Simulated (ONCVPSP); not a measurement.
# Pseudopotential generation for arsenic: ONCV, PBEsol

Aim: build the potential from the settings below, then test how well it stands in for the atom: other configurations, scattering, ghost states and the plane-wave cutoff that it needs.

Method: ONCVPSP 4.0.1, PBEsol, non-relativistic.

## (1) Starting point

Typed settings, in words:

```
element                 : arsenic (As, Z = 33)
type                    : optimised norm-conserving Vanderbilt (ONCV)
frozen core             : [Ar] 3d10
valence charge          : 5
reference configuration : 4s2 4p3
partial waves           : 4s: rc 1.60 bohr, ncon 5, nbas 8, qcut 4.5 1/bohr, 2 projectors, debl 2.4 Ha; 4p: rc 1.50 bohr, ncon 4, nbas 7, qcut 5.1 1/bohr, 2 projectors, debl 3.3 Ha
local potential         : polynomial inside 1.30 bohr (lpopt 5, dvloc0 -1 Ha)
core correction         : not asked for
```

## (2) Generating the potential

As.dat

```
# ATOM AND REFERENCE CONFIGURATION
# atsym  z   nc   nv     iexc    psfile
  As 33.00    6    2  -116133      upf
#
#   n    l    f
    1    0    2.00
    2    0    2.00
    2    1    6.00
    3    0    2.00
    3    1    6.00
    3    2   10.00
    4    0    2.00
    4    1    3.00
#
# PSEUDOPOTENTIAL AND OPTIMIZATION
# lmax
    1
#
#   l,   rc,      ep,       ncon, nbas, qcut
    0    1.60    0.00    5    8    4.50
    1    1.50    0.00    4    7    5.10
#
# LOCAL POTENTIAL
# lloc, lpopt,  rc(5),   dvloc0
    4    5    1.30   -1.00
#
# VANDERBILT-KLEINMAN-BYLANDER PROJECTORs
# l, nproj, debl
    0    2    2.40
    1    2    3.30
#
# MODEL CORE CHARGE
# icmod, fcfact, rcfact
    0    0.00    0.00
#
# LOG DERIVATIVE ANALYSIS
# epsh1, epsh2, depsh
   -2.00    5.00    0.02
#
# OUTPUT GRID
# rlmax, drl
    6.00    0.01
#
# TEST CONFIGURATIONS
# ncnf
    4
# nvcnf
#   n    l    f
    2
    4    0    2.00
    4    1    2.00
#
    2
    4    0    2.00
    4    1    1.00
#
    2
    4    0    2.00
    4    1    0.00
#
    2
    4    0    1.00
    4    1    4.00
#
```

Started as:

```
oncvpspnr.x < As.dat > As.out
```

What does the calculation give? Wanted: cutoffs for 1 and 0.1 mHa per electron, occupied waves; bound ghosts; GHOST(+) flags; largest test error; largest phase difference near zero energy, channels read.

**Answer**, as computed:

| quantity | value |
| --- | --- |
| cutoffs for 1 and 0.1 mHa per electron, occupied waves | 9.5 Ha and 56 Ha |
| bound ghosts | none found |
| GHOST(+) flags | s at 68 eV, p at 169 eV |
| largest test error (AE − PS) | -61 meV, for 4s2 4p0 |
| largest phase difference near zero energy, channels read | 0.002 rad |

By total energies transferability is fair: the largest error is 61 meV on 54.8 eV, for 4s2 4p0. That test lies far up in energy; among those under 40 eV, nearer to bonding, the largest error is 23 meV. The potential is soft on the atom at that tolerance: the looser tolerance needs 9.5 Ha. The tighter tolerance needs 56 Ha, and converged work needs a cutoff nearer that. The program's ghost test flags no bound state. Near zero energy the phases of the channels with partial waves agree within 0.002 rad. The program also flags highly localised states, GHOST(+) (s, p). These are tests on the free atom; a crystal test is still owed.
